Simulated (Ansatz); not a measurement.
# H3SeSn (charge -1): shift of H3 from Sn2 to Se1, part 2 of 2

Aim: the minimum-energy path and barrier of the shift of H3 from Sn2 to Se1. The ends are relaxed first, then joined by a nudged elastic band. SMILES of the start: [Se-][SnH3].

Ansatz 0.2.0; RKS PBE0/def2-SVP. The steps go on from the part before.

### Step 7. Another band, settings changed

crystal.atoms is end A as relaxed above, and neb.final_atoms is end B, turned to lie on A. With 3 inner images the band has 5 in all. The start path is listed, through a guess of the saddle.

Input file input.yaml:

```yaml
crystal:
  periodic: [false, false, false]
  atoms:
    - { symbol: Se, position_ang: [-2.279148, 0.301711, 0.782379] }
    - { symbol: Sn, position_ang: [0.011557, -0.001534, -0.003997] }
    - { symbol: H, position_ang: [0.349301, 0.471987, -1.664555] }
    - { symbol: H, position_ang: [0.648384, -1.641504, 0.021898] }
    - { symbol: H, position_ang: [1.269906, 0.86934, 0.864275] }
total_charge: -1
basis:
  gaussian: { orbitals: def2-SVP }
hamiltonian:
  xc: pbe0
neb:
  order_check: false
  images: 3
  f_tol: 0.03
  max_iterations: 60
  climbing: true
  final_atoms:
    - { symbol: Se, position_ang: [-1.57085984, 0.48492931, -0.28670167] }
    - { symbol: Sn, position_ang: [1.05818499, -0.21276646, -0.14713618] }
    - { symbol: H, position_ang: [-1.47195936, 0.93053625, -1.68675996] }
    - { symbol: H, position_ang: [0.70045533, -1.7798813, 0.66508628] }
    - { symbol: H, position_ang: [1.28417888, 0.5771822, 1.45551153] }
  initial_path:
    images:
      - { positions_ang: [[-2.279148, 0.301711, 0.782379], [0.011557, -0.001534, -0.003997], [0.349301, 0.471987, -1.664555], [0.648384, -1.641504, 0.021898], [1.269906, 0.86934, 0.864275]] }
      - { positions_ang: [[-2.10504268, 0.38185939, 0.4145485], [0.20645003, -0.04085193, -0.0300181], [-0.18711311, 0.54232872, -1.47891345], [0.7329053, -1.69315733, 0.12723429], [1.35280045, 0.80982115, 0.96714877]] }
      - { positions_ang: [[-1.93093736, 0.46200778, 0.04671799], [0.40134306, -0.08016985, -0.05603921], [-0.72352721, 0.61267045, -1.2932719], [0.81742661, -1.74481067, 0.23257058], [1.4356949, 0.75030229, 1.07002253]] }
      - { positions_ang: [[-1.7508986, 0.47346855, -0.11999184], [0.72976402, -0.14646816, -0.10158769], [-1.09774329, 0.77160335, -1.49001593], [0.75894097, -1.76234598, 0.44882843], [1.35993689, 0.66374225, 1.26276703]] }
      - { positions_ang: [[-1.57085984, 0.48492931, -0.28670167], [1.05818499, -0.21276646, -0.14713618], [-1.47195936, 0.93053625, -1.68675996], [0.70045533, -1.7798813, 0.66508628], [1.28417888, 0.5771822, 1.45551153]] }
```

Launch:

```sh
$ ansatz run input.yaml --threads 1 --pin off --max-ram 2048MiB --backend cpu --events-out ev --progress --plain --runs-dir out
```

The log of the run, cut to the lines that bear on the results:

```text
Warning: RAYON_NUM_THREADS=1 ignored (pool sized by the plan → 1); use --threads N
[...]
Functional definition: PBE0
[...]
859 factors; integrals over basis functions are off by at most 3.0e-4 eV
[...]
mean field -71215.80370615 eV, -2617.1325143954 hartree, gradient 3.5e-5 eV, S^2 0.000000; 0 other end points of the search recorded, 0 dependent functions left out
[...]
reference -71215.80373195 eV, -2617.1325153438 hartree; 30, 30 occupied and 43, 43 virtual orbitals, 859 factors
861 factors; integrals over basis functions are off by at most 8.9e-4 eV
[...]
mean field -71215.87656016 eV, -2617.1351917310 hartree, gradient 2.2e-5 eV, S^2 0.000000; 0 other end points of the search recorded, 0 dependent functions left out
[...]
reference -71215.87658271 eV, -2617.1351925595 hartree; 30, 30 occupied and 43, 43 virtual orbitals, 861 factors
[...]
NEB iter   1: max|band force component| = 3.240e0 eV/Å  barrier→ = 2.0630 eV  barrier← = 2.1358 eV  Δτ_max = 0.1911 Å  (120 SCF iters)
[...]
NEB iter   5: max|band force component| = 4.556e-2 eV/Å  barrier→ = 1.7730 eV  barrier← = 1.8459 eV  CI = image 2  Δτ_max = 0.0038 Å  (77 SCF iters)
[...]
NEB iter   6: max|band force component| = 4.447e-3 eV/Å  barrier→ = 1.7728 eV  barrier← = 1.8457 eV  CI = image 2  Δτ_max = 0.0000 Å  (142 SCF iters)
Total energy: -71214.03090728 eV, -2617.0673652387 hartree
Atom 0 at    -2.061497     0.456430     0.160414 Å, force     0.001151     0.000163    -0.001345 eV/Å
Atom 1 at     0.454548    -0.073754    -0.115436 Å, force    -0.001280     0.000986    -0.002170 eV/Å
Atom 2 at    -0.597453     0.604398    -1.360873 Å, force    -0.003125     0.001026    -0.000628 eV/Å
Atom 3 at     0.787997    -1.762950     0.232048 Å, force     0.001073    -0.003363     0.001322 eV/Å
Atom 4 at     1.416404     0.775876     1.083847 Å, force     0.002181     0.001188     0.002820 eV/Å
Dipole moment:     0.501561    -0.088499    -0.106196 e Å
this run last wrote the band of iteration 6 to <dir>
```

Run time: 63 s. Hardware: 1 thread of Arm Neoverse V1, shared host; peak memory 0.25 GiB.

### Step 8. What the band shows

Images 0 and 4 are the ends. Energies count from image 0; the path length is the program's own measure over all atoms.

```
image  path (Å)  energy (eV)  H3–Sn2 (Å)  H3–Se1 (Å)  band force (eV/Å)
    0     0.000       0.0000        1.76        3.60                  -
    1     0.696       0.5900        1.72        2.89              0.001
   2*     1.391       1.7728        1.77        2.12              0.004
    3     2.137       0.3798        2.35        1.50              0.002
    4     2.883      -0.0729        3.17        1.47                  -
```

The star marks the climbing image.

image, energy (eV) and a bar:
```
        0      0.000 #
        1      0.590 ###########
        2      1.773 ##############################
        3      0.380 #######
        4     -0.073
```

### Step 9. A trajectory let go at the top

It starts at the highest inner image of the first converged band: 200 steps of 0.5 fs at constant energy, with velocities drawn for 300 K.

Input file input.yaml:

```yaml
crystal:
  periodic: [false, false, false]
  atoms:
    - { symbol: Se, position_ang: [-2.06145, 0.455341, 0.1636] }
    - { symbol: Sn, position_ang: [0.454107, -0.073383, -0.116191] }
    - { symbol: H, position_ang: [-0.599436, 0.604669, -1.360268] }
    - { symbol: H, position_ang: [0.789179, -1.762753, 0.230521] }
    - { symbol: H, position_ang: [1.4176, 0.776125, 1.082338] }
total_charge: -1
basis:
  gaussian: { orbitals: def2-SVP }
hamiltonian:
  xc: pbe0
md:
  timestep: 0.5
  n_steps: 200
  ensemble: nve
  temperature: 300.0
  initial_velocities: maxwell_boltzmann
  seed: 4506
```

Launch:

```sh
$ ansatz run input.yaml --threads 1 --pin off --max-ram 2048MiB --backend cpu --events-out ev --progress --plain --runs-dir out
```

The log of the run, cut to the lines that bear on the results:

```text
Warning: RAYON_NUM_THREADS=1 ignored (pool sized by the plan → 1); use --threads N
[...]
Functional definition: PBE0
[...]
863 factors; integrals over basis functions are off by at most 3.4e-4 eV
[...]
mean field -71214.03089018 eV, -2617.0673646102 hartree, gradient 2.4e-5 eV, S^2 0.000000; 0 other end points of the search recorded, 0 dependent functions left out
[...]
reference -71214.03091389 eV, -2617.0673654817 hartree; 30, 30 occupied and 43, 43 virtual orbitals, 863 factors
md step     0: t =     0.00 fs  T =   300.0 K  F+E_penalty+E_count = -71214.03089018 eV  E_kin = 0.116334 eV  conserved = -71213.91455618 eV  (25 SCF iters)
[...]
md step    24: t =    12.00 fs  T =  2403.4 K  F+E_penalty+E_count = -71214.84881463 eV  E_kin = 0.931992 eV  conserved = -71213.91682218 eV  (30 SCF iters)
[...]
md step    48: t =    24.00 fs  T =  2569.2 K  F+E_penalty+E_count = -71214.91029884 eV  E_kin = 0.996296 eV  conserved = -71213.91400311 eV  (28 SCF iters)
[...]
md step    72: t =    36.00 fs  T =  1978.8 K  F+E_penalty+E_count = -71214.68189574 eV  E_kin = 0.767338 eV  conserved = -71213.91455726 eV  (30 SCF iters)
[...]
md step    96: t =    48.00 fs  T =  2352.0 K  F+E_penalty+E_count = -71214.83046896 eV  E_kin = 0.912077 eV  conserved = -71213.91839163 eV  (30 SCF iters)
md step    97: t =    48.50 fs  T =  2687.5 K  F+E_penalty+E_count = -71214.96190579 eV  E_kin = 1.042162 eV  conserved = -71213.91974371 eV  (30 SCF iters)
```

### Step 10. The log goes on: dynamics from the highest image of the converged band

The log, continued, cut to the lines that bear on the results:

```text
md step    98: t =    49.00 fs  T =  2880.9 K  F+E_penalty+E_count = -71215.03680909 eV  E_kin = 1.117170 eV  conserved = -71213.91963940 eV  (30 SCF iters)
[...]
md step   123: t =    61.50 fs  T =  3589.4 K  F+E_penalty+E_count = -71215.30680494 eV  E_kin = 1.391910 eV  conserved = -71213.91489459 eV  (30 SCF iters)
[...]
md step   148: t =    74.00 fs  T =  2805.9 K  F+E_penalty+E_count = -71215.00588333 eV  E_kin = 1.088074 eV  conserved = -71213.91780943 eV  (30 SCF iters)
[...]
md step   173: t =    86.50 fs  T =  1690.2 K  F+E_penalty+E_count = -71214.56955754 eV  E_kin = 0.655421 eV  conserved = -71213.91413650 eV  (30 SCF iters)
[...]
md step   198: t =    99.00 fs  T =  1079.0 K  F+E_penalty+E_count = -71214.33181169 eV  E_kin = 0.418425 eV  conserved = -71213.91338627 eV  (26 SCF iters)
md step   199: t =    99.50 fs  T =  1060.1 K  F+E_penalty+E_count = -71214.32439854 eV  E_kin = 0.411071 eV  conserved = -71213.91332775 eV  (30 SCF iters)
[...]
md step   200: t =   100.00 fs  T =  1117.9 K  F+E_penalty+E_count = -71214.34682082 eV  E_kin = 0.433487 eV  conserved = -71213.91333363 eV  (26 SCF iters)
Total energy: -71214.34684606 eV, -2617.0789757748 hartree
Atom 0 at    -2.355473     0.507794     0.182179 Å, force     1.459639     2.049012    -1.949029 eV/Å
Atom 1 at     0.662175    -0.121165    -0.131835 Å, force    -0.932759     1.123981    -2.219758 eV/Å
Atom 2 at    -2.029004     1.832139    -0.955949 Å, force    -0.593850    -2.480600     2.090687 eV/Å
Atom 3 at     1.068205    -1.791649     0.241511 Å, force    -0.124877    -0.329804     1.126178 eV/Å
Atom 4 at     1.099446     1.095390     1.053790 Å, force     0.191847    -0.362589     0.951923 eV/Å
Dipole moment:     0.156243    -0.066706     0.065739 e Å
```

It took 10 min on 1 thread of Arm Neoverse V1, shared host; peak memory 0.25 GiB.

### Step 11. What the atoms did

One step in 11; energies are changes from step 0:

```
time (fs)  T (K)  potential energy change (meV/atom)  total energy change (meV/atom)  H3–Sn2 (Å)  H3–Se1 (Å)
      0.0    300                                 0.0                            0.00        1.77        2.12
      5.5    358                                -4.4                            0.07        1.79        1.96
     11.0   1928                              -126.3                           -0.05        1.99        1.61
     16.5   3852                              -276.3                           -0.84        2.57        1.38
     22.0   2700                              -186.0                            0.09        3.35        1.83
     27.5   3949                              -283.6                           -0.53        3.63        1.60
     33.0   2855                              -198.9                           -0.80        3.84        1.39
     38.5   1150                               -65.7                            0.17        4.33        1.77
     44.0   2346                              -159.6                           -0.90        4.05        1.45
     49.5   2923                              -204.3                           -0.83        3.97        1.52
     55.0   1600                              -100.7                            0.19        4.00        1.82
     60.5   4072                              -293.6                           -1.01        3.41        1.41
     66.0   3865                              -277.0                           -0.51        2.94        1.57
     71.5   2125                              -141.5                            0.08        2.67        1.74
     77.0    987                               -52.5                            0.76        2.48        1.28
     82.5   1661                              -105.5                           -0.01        2.40        1.68
     88.0   2414                              -164.2                           -0.25        2.55        1.61
     93.5   2247                              -151.7                           -0.66        2.91        1.34
     99.0   1079                               -60.2                            0.23        3.37        1.77
    100.0   1118                               -63.2                            0.24        3.43        1.78
```

time (fs), T (K) and a bar:
```
      0.0        300 
      4.5        301 
      8.5        872 ####
     13.0       2625 #################
     17.5       4402 ##############################
     21.5       2860 ###################
     26.0       3239 #####################
     30.5       2866 ###################
     35.0       2523 ################
     39.0       1137 ######
     43.5       2382 ###############
     48.0       2352 ###############
     52.0       2005 ############
     56.5       2187 ##############
     61.0       3866 ##########################
     65.0       4167 ############################
     69.5       2133 #############
     74.0       2806 ##################
     78.5       1271 #######
     82.5       1661 ##########
     87.0       1910 ############
     91.5       1794 ###########
     95.5       2627 #################
    100.0       1118 ######
```

Bonds that form or break, judged by distance (formed within 1.15 times the sum of covalent radii and held on average over 12 fs, broken when stretched by half; pairs already stretched at the start don't count as bonds):

```
time (fs)    bond   event
     10.5  Se1–H3   forms
     16.5  Sn2–H3  breaks
```

The last frame stands with the bonds of end B.

### Step 12. A trajectory let go at the top

It starts at the highest inner image of the first converged band: 200 steps of 0.5 fs at constant energy, with velocities drawn for 100 K.

Edit input.yaml of step 9 so:

```diff
@@ -17,4 +17,4 @@
   ensemble: nve
-  temperature: 300.0
+  temperature: 100.0
   initial_velocities: maxwell_boltzmann
-  seed: 4506
+  seed: 4507
```

Launch:

```sh
$ ansatz run input.yaml --threads 1 --pin off --max-ram 2048MiB --backend cpu --events-out ev --progress --plain --runs-dir out
```

The log of the run, cut to the lines that bear on the results:

```text
Warning: RAYON_NUM_THREADS=1 ignored (pool sized by the plan → 1); use --threads N
[...]
Functional definition: PBE0
[...]
863 factors; integrals over basis functions are off by at most 3.4e-4 eV
[...]
mean field -71214.03089018 eV, -2617.0673646102 hartree, gradient 2.4e-5 eV, S^2 0.000000; 0 other end points of the search recorded, 0 dependent functions left out
[...]
reference -71214.03091389 eV, -2617.0673654817 hartree; 30, 30 occupied and 43, 43 virtual orbitals, 863 factors
md step     0: t =     0.00 fs  T =   100.0 K  F+E_penalty+E_count = -71214.03089018 eV  E_kin = 0.038778 eV  conserved = -71213.99211218 eV  (25 SCF iters)
[...]
md step    24: t =    12.00 fs  T =    57.6 K  F+E_penalty+E_count = -71214.01437268 eV  E_kin = 0.022325 eV  conserved = -71213.99204780 eV  (31 SCF iters)
[...]
md step    48: t =    24.00 fs  T =   536.4 K  F+E_penalty+E_count = -71214.19949787 eV  E_kin = 0.208021 eV  conserved = -71213.99147665 eV  (30 SCF iters)
[...]
md step    72: t =    36.00 fs  T =  3524.4 K  F+E_penalty+E_count = -71215.35975099 eV  E_kin = 1.366691 eV  conserved = -71213.99306015 eV  (27 SCF iters)
[...]
md step    96: t =    48.00 fs  T =  2254.1 K  F+E_penalty+E_count = -71214.86143920 eV  E_kin = 0.874088 eV  conserved = -71213.98735100 eV  (27 SCF iters)
md step    97: t =    48.50 fs  T =  2353.4 K  F+E_penalty+E_count = -71214.90280927 eV  E_kin = 0.912605 eV  conserved = -71213.99020456 eV  (28 SCF iters)
```

### Step 13. The output, continued: dynamics from the highest image of the converged band

The log, continued, cut to the lines that bear on the results:

```text
md step    98: t =    49.00 fs  T =  2598.1 K  F+E_penalty+E_count = -71215.00155977 eV  E_kin = 1.007475 eV  conserved = -71213.99408469 eV  (29 SCF iters)
[...]
md step   123: t =    61.50 fs  T =  2036.1 K  F+E_penalty+E_count = -71214.78660304 eV  E_kin = 0.789563 eV  conserved = -71213.99703991 eV  (30 SCF iters)
[...]
md step   148: t =    74.00 fs  T =  2445.2 K  F+E_penalty+E_count = -71214.94018657 eV  E_kin = 0.948201 eV  conserved = -71213.99198580 eV  (29 SCF iters)
[...]
md step   173: t =    86.50 fs  T =  1924.4 K  F+E_penalty+E_count = -71214.73756901 eV  E_kin = 0.746248 eV  conserved = -71213.99132079 eV  (28 SCF iters)
[...]
md step   198: t =    99.00 fs  T =  1731.5 K  F+E_penalty+E_count = -71214.66401517 eV  E_kin = 0.671456 eV  conserved = -71213.99255939 eV  (30 SCF iters)
md step   199: t =    99.50 fs  T =  1507.3 K  F+E_penalty+E_count = -71214.57648188 eV  E_kin = 0.584513 eV  conserved = -71213.99196903 eV  (30 SCF iters)
[...]
md step   200: t =   100.00 fs  T =  1312.7 K  F+E_penalty+E_count = -71214.50065245 eV  E_kin = 0.509040 eV  conserved = -71213.99161274 eV  (27 SCF iters)
Total energy: -71214.50067614 eV, -2617.0846289257 hartree
Atom 0 at    -2.305186     0.490998     0.175550 Å, force     2.712140     1.263724    -1.349188 eV/Å
Atom 1 at     0.615599    -0.102678    -0.135759 Å, force     0.726714    -0.873296     0.423820 eV/Å
Atom 2 at    -1.130112     1.345676    -0.766219 Å, force    -2.396360    -1.120196     1.416747 eV/Å
Atom 3 at     1.203316    -1.634229     0.847196 Å, force    -0.663078     0.217168    -0.498084 eV/Å
Atom 4 at     1.610884     0.563088     1.239899 Å, force    -0.379416     0.512601     0.006705 eV/Å
Dipole moment:    -0.026246     0.120746    -0.283060 e Å
```

It took 10 min on 1 thread of Arm Neoverse V1, shared host; peak memory 0.25 GiB.

### Step 14. The trajectory

The trajectory, every 15 steps (energies from step 0):

```
time (fs)  T (K)  potential energy change (meV/atom)  total energy change (meV/atom)  H3–Sn2 (Å)  H3–Se1 (Å)
      0.0    100                                 0.0                            0.00        1.77        2.12
      7.5     66                                 2.6                            0.01        1.78        2.13
     15.0     33                                 5.2                            0.03        1.75        2.10
     22.5    313                               -16.5                            0.08        1.83        1.96
     30.0   2539                              -189.9                           -0.75        2.19        1.36
     37.5   2719                              -203.1                            0.08        3.18        1.81
     45.0   4120                              -312.8                           -1.08        3.58        1.50
     52.5   1954                              -143.8                           -0.03        4.18        1.68
     60.0   2375                              -177.2                           -0.76        4.12        1.52
     67.5   2278                              -169.1                           -0.21        4.06        1.66
     75.0   3156                              -237.3                           -0.23        3.75        1.65
     82.5   4061                              -308.0                           -0.72        2.96        1.55
     90.0   2424                              -180.4                           -0.18        2.56        1.65
     97.5   2298                              -171.3                           -0.85        2.35        1.51
    100.0   1313                               -94.0                            0.10        2.35        1.73
```

time (fs), T (K) and a bar:
```
      0.0        100 
      4.5         45 
      8.5         78 
     13.0         42 
     17.5         83 
     21.5        234 #
     26.0       1180 ########
     30.5       2356 #################
     35.0       4057 ##############################
     39.0       2299 #################
     43.5       3655 ###########################
     48.0       2254 #################
     52.0       2264 #################
     56.5        963 #######
     61.0       2309 #################
     65.0       2448 ##################
     69.5       1424 ##########
     74.0       2445 ##################
     78.5       3294 ########################
     82.5       4061 ##############################
     87.0       1832 #############
     91.5       2804 #####################
     95.5       1330 ##########
    100.0       1313 #########
```

Bonds that form or break, judged by distance (formed within 1.15 times the sum of covalent radii and held on average over 12 fs, broken when stretched by half; pairs already stretched at the start don't count as bonds):

```
time (fs)    bond   event
     27.0  Se1–H3   forms
     33.5  Sn2–H3  breaks
```

The last frame stands with the bonds of end B.

### Step 15. Outcome

What follows sums up all 2 parts.

| quantity | value |
| --- | --- |
| end A | 3 moves, 0.023 eV lower |
| end B | 7 moves, 2.843 eV lower |
| first band: barrier forwards | 1.773 eV |
| first band: barrier backwards | 1.846 eV |
| first band: second end relative to first | -0.073 eV |
| first band: highest image | 4 of 0 to 8, climbing |
| first band: band iterations | 6 |
| imaginary modes at the top | 1059i cm⁻¹ |
| second band | top 1.773 eV above image 0, 6 iterations, 3 inner images |
| time, first and second band | 2.3 min and 63 s |
| trajectory at 300 K, after 100 fs | with the bonds of end B, at 1118 K |
| trajectory at 100 K, after 100 fs | with the bonds of end B, at 1313 K |

In words: In the first band: along this path the system climbs 1.77 eV from the first end (69 kT at 300 K). Going back costs 1.85 eV, since the second end is 0.073 eV below the first. By distance, end A alone has Sn2–H3 and end B alone has Se1–H3. One imaginary mode, as a first-order saddle point has. The second band's top agrees with the first's to 1 meV, so the changed settings hardly move the height. These are electronic energies, with no zero-point or thermal terms. Tunnelling, which matters where hydrogen moves, is missing too.
